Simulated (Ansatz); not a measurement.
Predict the output of the script below (the Ansatz DFT code, driven from Python).

Contents of `mo.cif`:
```cif
data_Mo
_cell_length_a 2.735510
_cell_length_b 2.735510
_cell_length_c 2.555181
_cell_angle_alpha 90.00000
_cell_angle_beta 90.00000
_cell_angle_gamma 120.00000
_symmetry_space_group_name_H-M 'P 1'
_symmetry_Int_Tables_number 1
loop_
_symmetry_equiv_pos_as_xyz
'x, y, z'
loop_
_atom_site_label
_atom_site_type_symbol
_atom_site_fract_x
_atom_site_fract_y
_atom_site_fract_z
Mo1 Mo    0.000000    0.000000    0.500000
```

`mo.py`:
```python
"""How the energy of Mo depends on the smearing."""

import csv
import logging
import sys

import ansatz as az
from ase.io import read

logging.basicConfig(stream=sys.stdout, format="%(levelname)s:%(name)s:%(message)s")
log = logging.getLogger("ansatz_job")
log.setLevel(logging.INFO)


def main() -> None:
    atoms = read("mo.cif")
    xtal = az.Crystal.from_ase(atoms)

    job = (
        xtal.calculation()
        .functional("mr2scan")
        .basis(23 * az.Ry, xc_grid=3)
        .scf(extra_bands=2)
        .kpoints(12, 12, 11, center="monkhorst-pack")
    )

    rows = []
    for value in [0.25, 0.15, 0.1, 0.05, 0.025]:
        rep = job.occupations("cold", width=value).run(threads=1).report
        rows.append((value, rep["free_energy_ev"] / len(rep["lattice"]["sites"]), rep["n_iterations"], rep["n_kpoints"]))

    with open("smear.csv", "w", newline="") as handle:
        writer = csv.writer(handle)
        writer.writerow(["width (eV)", "F/atom (eV)", "iterations", "k-points"])
        writer.writerows([round(v, 5) if isinstance(v, float) else v for v in row] for row in rows)

    # differences from the last row
    for row in rows[:-1]:
        shift = 1000 * (row[1] - rows[-1][1])
        log.info(f"{row[0]}: {shift:+.2f} meV/atom" + ("  (within 1 meV)" if abs(shift) < 1 else ""))


if __name__ == "__main__":
    main()
```

Output of `python mo.py`:
```text
DeckWarning: basis.ecutwfc = 312.930941828862 eV is below the records' recommended 500 eV, and the density's cutoff is lower with it unless basis.ecutrho_ratio is high enough to keep the records' density cutoff: compare with a run at a higher cutoff
DeckWarning: crystal.symmetry: narrowed to the stabiliser of the k-point mesh — unitary ops 24 → 8; excluded 16 operations that carry a point of the 12×12×11 mesh (shift [0.5, 0.5, 0]) off the mesh (the run samples exactly the mesh kpoints.mp_grid names, as under crystal.symmetry.detect: false, and its converged state [...]
INFO:ansatz_job:0.25: -0.25 meV/atom  (within 1 meV)
INFO:ansatz_job:0.15: -0.24 meV/atom  (within 1 meV)
INFO:ansatz_job:0.1: -0.18 meV/atom  (within 1 meV)
INFO:ansatz_job:0.05: -0.13 meV/atom  (within 1 meV)
```
(Warnings from the package without file and line, shortened.)

File `smear.csv` afterwards:
```csv
width (eV),F/atom (eV),iterations,k-points
0.25,-4966.62237,5,252
0.15,-4966.62236,5,252
0.1,-4966.62231,5,252
0.05,-4966.62226,6,252
0.025,-4966.62212,6,252
```

Reading the output:
- The cutoff lies under the one recommended for these potentials.
- The run is spin-unpolarised.
- For a metal this k-point mesh is coarse: on a finer one energies can move by several to tens of meV an atom and pressures by half a GPa or more, differences at one mesh by less.
- The narrowest width needs the finest mesh, so the last row is no converged reference.
- This isn't the structure that Mo takes at ambient conditions.
- Finished in 13 s on 1 thread of Arm Neoverse V1, with other jobs on the host, peak memory 0.4 GiB.
